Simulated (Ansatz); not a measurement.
# SiB5: the cost of one run

Program: Ansatz 0.2.0. Level of theory: DFT PBE, scalar-relativistic, plane waves, PAW. These are calculated values, not measurements.

## Step 1: Starting point

It takes space group P-6m2 (No. 187, hexagonal). Conventional cell: a = 2.548 Å, b = 2.548 Å, c = 12.752 Å, α = 90.00°, β = 90.00°, γ = 120.00°. Si (site symmetry -6m2) is surrounded by 6 Si at 2.55 Å and 6 B at 2.62 Å. B (site symmetry 3m) has 9 B at 2.55 Å and 3 Si at 2.62 Å as nearest neighbours. Around B (site symmetry 3m) lie 12 B at 2.55 to 2.58 Å. B (site symmetry -6m2) has 12 B at 2.55 to 2.58 Å as nearest neighbours.

As a file:

```cif
data_structure
_symmetry_space_group_name_H-M 'P 1'
_symmetry_Int_Tables_number 1
_cell_length_a 2.5484
_cell_length_b 2.5484
_cell_length_c 12.7519
_cell_angle_alpha 90.000
_cell_angle_beta 90.000
_cell_angle_gamma 120.000
_cell_volume 71.72
loop_
_atom_site_label
_atom_site_type_symbol
_atom_site_fract_x
_atom_site_fract_y
_atom_site_fract_z
_atom_site_occupancy
Si1 Si 0.00000 0.00000 0.00000 1
B1 B 0.66667 0.33333 0.16976 1
B2 B 0.00000 0.00000 0.33337 1
B3 B 0.66667 0.33333 0.50000 1
B4 B 0.00000 0.00000 0.66663 1
B5 B 0.66667 0.33333 0.83024 1
```

A structure generator made this guess: species swapped into a database cell of Li5Mg (P-6m2, No. 187), with B on the Li sites and Si on the Mg sites. The dimensions are guesses.

## Step 2: Probe: one point on a coarse mesh

input.yaml

```yaml
crystal:
  lattice:
    - [2.5484021, 0.0, 0.0]
    - [-1.27420105, 2.20698096, 0.0]
    - [0.0, 0.0, 12.7519137]
  atoms:
    - { symbol: Si, position: [0.0, 0.0, 0.0] }
    - { symbol: B, position: [0.66666667, 0.33333333, 0.16976275] }
    - { symbol: B, position: [0.0, 0.0, 0.33336717] }
    - { symbol: B, position: [0.66666667, 0.33333333, 0.5] }
    - { symbol: B, position: [0.0, 0.0, 0.66663283] }
    - { symbol: B, position: [0.66666667, 0.33333333, 0.83023725] }
basis:
  ecutwfc: 420
kpoints:
  mp_grid: { grid: [6, 6, 2] }
hamiltonian:
  xc: pbe
scf:
  occupations: { method: gaussian, width: 0.1 }
  lower_state_search: "off"
output:
  forces: true
  stress: true
  eigenvalues: true
```

On the command line:

```bash
$ ansatz run input.yaml --threads 1 --pin off --max-ram 2560MiB --backend cpu --events-out ev --progress --plain --runs-dir out
```

**Question.** How long does this run take on 1 thread of Arm Neoverse V2, shared host, and how much memory does it need?

About 1.9 s, with a peak of 0.29 GiB.
